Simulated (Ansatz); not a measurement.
Geometry optimisation, Ansatz 0.2.0, DFT LDA, scalar-relativistic, plane waves, PAW.

The input (input.yaml):

```yaml
crystal:
  lattice:
    - [-4.7351, -2.733811, 4.300333]
    - [4.7351, -2.733811, 4.300333]
    - [0.0, 5.467623, 4.300333]
  atoms:
    - { symbol: Al, position: [0.3561133, 0.3530897, 0.3482921] }
    - { symbol: Al, position: [0.1439372, 0.1567582, 0.1456715] }
    - { symbol: Al, position: [0.6501989, 0.6469506, 0.6476545] }
    - { symbol: Al, position: [0.8556685, 0.8555584, 0.8545811] }
    - { symbol: O, position: [0.6078469, 0.401335, 0.7539538] }
    - { symbol: O, position: [0.7543848, 0.5954936, 0.4049229] }
    - { symbol: O, position: [0.4012389, 0.7427272, 0.5966355] }
    - { symbol: O, position: [0.4063569, 0.5959613, 0.251083] }
    - { symbol: O, position: [0.24557, 0.4010568, 0.5976103] }
    - { symbol: O, position: [0.6034089, 0.2500097, 0.3961988] }
    - { symbol: Al, position: [0.8508134, 0.8555469, 0.3505503] }
    - { symbol: Al, position: [0.1479293, 0.1510253, 0.6496527] }
    - { symbol: Al, position: [0.3453367, 0.3563609, 0.8497623] }
    - { symbol: O, position: [0.0992214, 0.9028468, 0.7524799] }
    - { symbol: O, position: [0.2444554, 0.0928397, 0.4049013] }
    - { symbol: O, position: [0.9005229, 0.245058, 0.6054603] }
    - { symbol: O, position: [0.9074793, 0.0980082, 0.2484982] }
    - { symbol: O, position: [0.749972, 0.9095575, 0.5949062] }
    - { symbol: O, position: [0.1028303, 0.751034, 0.4104511] }
    - { symbol: Al, position: [0.8517232, 0.3534393, 0.8524694] }
    - { symbol: Al, position: [0.6482419, 0.1525833, 0.639131] }
    - { symbol: Al, position: [0.1452799, 0.642552, 0.1501567] }
    - { symbol: Al, position: [0.3461215, 0.8512627, 0.3544103] }
    - { symbol: O, position: [0.1002749, 0.4083656, 0.2481339] }
    - { symbol: O, position: [0.247945, 0.5999885, 0.9122677] }
    - { symbol: O, position: [0.8998723, 0.7446383, 0.1022752] }
    - { symbol: O, position: [0.8983029, 0.5956538, 0.7535418] }
    - { symbol: O, position: [0.7498995, 0.4094346, 0.1004463] }
    - { symbol: O, position: [0.1009419, 0.252824, 0.9045414] }
    - { symbol: Al, position: [0.355578, 0.8530633, 0.8515121] }
    - { symbol: Al, position: [0.1522478, 0.6461877, 0.6450644] }
    - { symbol: Al, position: [0.6430783, 0.1478735, 0.1471933] }
    - { symbol: Al, position: [0.850999, 0.3481864, 0.3492107] }
    - { symbol: O, position: [0.5933502, 0.9115589, 0.2519195] }
    - { symbol: O, position: [0.7545202, 0.0955221, 0.9094856] }
    - { symbol: O, position: [0.4027341, 0.2520429, 0.0992598] }
    - { symbol: O, position: [0.3993926, 0.0905093, 0.756074] }
    - { symbol: O, position: [0.2511775, 0.9031382, 0.0940911] }
    - { symbol: O, position: [0.6004687, 0.7515235, 0.9054847] }
total_charge: 1
basis:
  ecutwfc: 420.0
kpoints:
  mp_grid: { grid: [2, 2, 2] }
hamiltonian:
  xc: lda
  pseudopotentials: { kind: paw, azcp: { folder: soft_1 } }
scf:
  occupations: { method: fermi_dirac, width: 0.05 }
  lower_state_search: "off"
relax:
  f_tol: 0.03
  max_steps: 60
  adjacent_minimum: "off"
```

Launched with:

```bash
$ ansatz run input.yaml --threads 2 --pin off --max-ram 5120MiB --backend cpu --events-out ev --progress --plain --runs-dir out
```

Question: Where does it end, and by what steps?

Answer: It converged. Limits of this set-up: coarse k mesh, PAW files made for another functional, no spin, though dangling bonds at a vacancy may carry it, a small cell, in which the defect meets its images, charged cell in a uniform background, uncorrected. After 5 steps the energy has fallen by 2.007 eV; O28 moved furthest, 0.22 Å.

```
step  energy less start (eV)  largest force component (eV/Å)  accepted
   0                  0.0000                           1.999       yes
   1                 -1.0706                           1.755       yes
   2                 -1.9721                           0.492       yes
   3                 -2.0048                           0.066       yes
   4                 -2.0063                           0.065       yes
   5                 -2.0075                           0.006       yes
```

```xyz
39
Lattice="-4.7351 -2.7338 4.3003 4.7351 -2.7338 4.3003 0.0000 5.4676 4.3003" Properties=species:S:1:pos:R:3
Al -0.008 0.029 4.553
Al 0.013 0.011 1.919
Al 0.019 0.046 8.352
Al -0.022 0.075 10.996
O -0.927 1.397 7.554
O -0.774 -1.390 7.641
O 1.653 0.101 7.504
O 1.023 -1.211 5.365
O 0.732 1.501 5.377
O -1.619 -0.100 5.416
Al 0.001 -2.731 8.651
Al 0.001 2.737 4.042
Al 0.001 2.737 6.691
O 3.814 1.372 7.524
O -0.724 1.254 3.224
O -3.088 0.117 7.524
O -3.833 -1.355 5.376
O 0.726 -1.271 9.677
O 3.110 -0.098 5.377
Al -2.385 1.350 8.853
Al -2.380 1.377 6.220
Al 2.322 -1.369 4.052
Al 2.317 -1.419 6.695
O 1.457 0.018 3.203
O 1.625 2.603 7.554
O -0.773 -4.072 7.641
O -1.467 0.019 9.717
O -1.826 -2.605 5.365
O 0.705 3.987 5.377
Al 2.395 1.364 8.853
Al 2.369 1.355 6.220
Al -2.339 -1.401 4.051
Al -2.293 -1.380 6.695
O 1.549 -2.730 7.641
O -3.108 2.624 7.503
O -0.695 -1.258 3.254
O -1.435 2.722 5.377
O 3.089 -2.643 5.416
O 0.806 1.092 9.666
```

The run took 61 s on 2 threads of Arm Neoverse V1 (shared host), peak memory 0.82 GiB.
